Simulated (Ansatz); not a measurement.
# C₃H₉NSi: up Jacob's ladder to CCSD(T)

How much do the methods differ for C₃H₉NSi? The plan is to run it at one geometry with functionals of several rungs and with coupled cluster. The yardstick is the atomisation energy at the CCSD(T) limit.

Computed with Ansatz 0.2.0, Gaussian basis. Level: functionals in def2-TZVPP, the program's frozen cores in correlated methods.

Levels to be run: LDA (SPW92), PBE-D4, revPBE-D4, BLYP-D4, r2SCAN-D4, B97M-V, PBE0-D4, B3LYP-D4, r2SCANh-D4, r2SCAN0-D4, HSE06-D4, BHLYP-D4, CAM-B3LYP-D4, LC-ωPBE, ωB97X-V, ωB97M-V, B2PLYP, PBE-QIDH; CCSD(T)/def2-SVP; CCSD(T)/def2-TZVPP; MP2/def2-QZVPP; extrapolation to the limit; RPA on PBE.

### 1 The geometry

An earlier PBE0-D4 in a triple-zeta def2 set relaxation fixed the geometry.

SMILES `C=NC[SiH2]C`, 14 atoms, charge 0, spin multiplicity 1.

Atoms are counted from 1 here; the program's logs count them from 0.

Bond lengths: C1–N2 1.259 Å, C1–H6 1.099 Å, C1–H7 1.089 Å, N2–C3 1.436 Å, C3–Si4 1.895 Å, C3–H8 1.102 Å, C3–H9 1.096 Å, Si4–C5 1.866 Å, Si4–H10 1.491 Å, Si4–H11 1.490 Å, C5–H12 1.093 Å, C5–H13 1.092 Å, C5–H14 1.092 Å. Angles: N2–C1–H6 123.2°, N2–C1–H7 119.3°, H6–C1–H7 117.5°, C1–N2–C3 118.7°, N2–C3–Si4 109.4°, N2–C3–H8 113.6°, N2–C3–H9 108.9°, Si4–C3–H8 109.7°, Si4–C3–H9 107.0°, H8–C3–H9 108.0°, C3–Si4–C5 111.2°, C3–Si4–H10 107.7°, C3–Si4–H11 108.0°, C5–Si4–H10 111.0°, C5–Si4–H11 110.7°, H10–Si4–H11 108.2°, Si4–C5–H12 110.8°, Si4–C5–H13 111.1° and more.

Coordinates:

```mol
C3H9NSi
  3D, bonds by distance, orders not assigned

 14 13  0  0  0  0  0  0  0  0999 V2000
   -1.2625    0.3884    2.1293 C   0  0
   -0.6462    0.8133    1.1166 N   0  0
    0.6752    0.3159    0.8535 C   0  0
    0.6384   -0.7855   -0.6886 Si  0  0
   -0.0422    0.1375   -2.1601 C   0  0
   -0.8259   -0.3214    2.8459 H   0  0
   -2.2768    0.7359    2.3204 H   0  0
    1.1126   -0.2411    1.6981 H   0  0
    1.3343    1.1615    0.6273 H   0  0
    2.0320   -1.2489   -0.9474 H   0  0
   -0.1993   -1.9790   -0.3829 H   0  0
    0.5962    0.9869   -2.4144 H   0  0
   -0.1090   -0.5121   -3.0357 H   0  0
   -1.0396    0.5195   -1.9331 H   0  0
  1  2  8  0
  2  3  8  0
  3  4  8  0
  4  5  8  0
  1  6  8  0
  1  7  8  0
  3  8  8  0
  3  9  8  0
  4 10  8  0
  4 11  8  0
  5 12  8  0
  5 13  8  0
  5 14  8  0
M  END
```

### 2 LDA

This LDA is Slater exchange with PW92 correlation.

in.yaml reads:

```yaml
crystal:
  periodic: [false, false, false]
  atoms:
    - {symbol: C, position_ang: [-1.262546, 0.388440, 2.129294]}
    - {symbol: N, position_ang: [-0.646222, 0.813313, 1.116616]}
    - {symbol: C, position_ang: [0.675195, 0.315867, 0.853545]}
    - {symbol: Si, position_ang: [0.638419, -0.785473, -0.688628]}
    - {symbol: C, position_ang: [-0.042238, 0.137454, -2.160127]}
    - {symbol: H, position_ang: [-0.825932, -0.321444, 2.845883]}
    - {symbol: H, position_ang: [-2.276806, 0.735916, 2.320431]}
    - {symbol: H, position_ang: [1.112614, -0.241080, 1.698106]}
    - {symbol: H, position_ang: [1.334327, 1.161455, 0.627334]}
    - {symbol: H, position_ang: [2.032034, -1.248896, -0.947401]}
    - {symbol: H, position_ang: [-0.199319, -1.978993, -0.382856]}
    - {symbol: H, position_ang: [0.596213, 0.986878, -2.414406]}
    - {symbol: H, position_ang: [-0.109029, -0.512096, -3.035742]}
    - {symbol: H, position_ang: [-1.039609, 0.519458, -1.933147]}
basis:
  gaussian: {orbitals: def2-TZVPP}
hamiltonian: {xc: lda}
output: {orbitals: {seedname: orbitals}}
```

After this run come: PBE-D4 (GGA); revPBE-D4 (GGA); BLYP-D4 (GGA); r2SCAN-D4 (meta-GGA); B97M-V (meta-GGA); PBE0-D4 (hybrid); B3LYP-D4 (hybrid); r2SCANh-D4 (hybrid); r2SCAN0-D4 (hybrid); HSE06-D4 (hybrid); BHLYP-D4 (hybrid); CAM-B3LYP-D4 (range-separated); LC-ωPBE (range-separated); ωB97X-V (range-separated); ωB97M-V (range-separated); B2PLYP (double hybrid); PBE-QIDH (double hybrid); CCSD(T) in def2-SVP; CCSD(T) in def2-TZVPP; MP2 in def2-QZVPP; RPA on PBE orbitals.

Before running them: what should the planned runs give, taken together? Wanted: atomisation energy, CCSD(T)/CBS; farthest beyond LDA; mean size of error, GGA; mean size of error, meta-GGA; mean size of error, hybrid; mean size of error, range-separated; mean size of error, double hybrid; gap, smallest and largest; T1 diagnostic.

The runs gave:

| quantity | value |
| --- | --- |
| atomisation energy, CCSD(T)/CBS | 1242.8 kcal/mol |
| functionals within 6.2 kcal/mol (0.5 %) | revPBE-D4, BLYP-D4, r2SCAN-D4, B97M-V, PBE0-D4, B3LYP-D4, r2SCANh-D4, HSE06-D4, LC-ωPBE, ωB97X-V, ωB97M-V |
| farthest beyond LDA | BHLYP-D4 (-26.4 kcal/mol) |
| mean size of error, GGA | 9.3 kcal/mol |
| mean size of error, meta-GGA | 2.3 kcal/mol |
| mean size of error, hybrid | 10.1 kcal/mol |
| mean size of error, range-separated | 5.9 kcal/mol |
| mean size of error, double hybrid | 9.0 kcal/mol |
| gap, smallest and largest | 4.25 eV (LDA (SPW92)), 12.12 eV (LC-ωPBE) |
| T1 diagnostic | 0.0112 |
| triples share of the correlation energy | 4.0 % |

**Reading.** The LDA atomisation energy is off by 166.6 kcal/mol (13 %): it overbinds. PBE-D4 misses by +23.0 kcal/mol. Double hybrids carry the basis error of their MP2 part in triple zeta, and no dispersion term here, so their miss is partly the set-up's. The rungs meta-GGA, range-separated miss on average by less than the doubt on the reference (6.2 kcal/mol), so they tie. The reference freezes the cores and leaves out relativity and excitations past (T), so misses under about 6.2 kcal/mol can't be ranked. Hartree-Fock recovers 73 % of the binding; the rest is correlation. CCSD(T) in def2-SVP is off by -62.5 kcal/mol, worse than the median functional, from the basis alone. The gap grows from 4.2 to 12.1 eV across the functionals, mostly with the share of exact exchange.
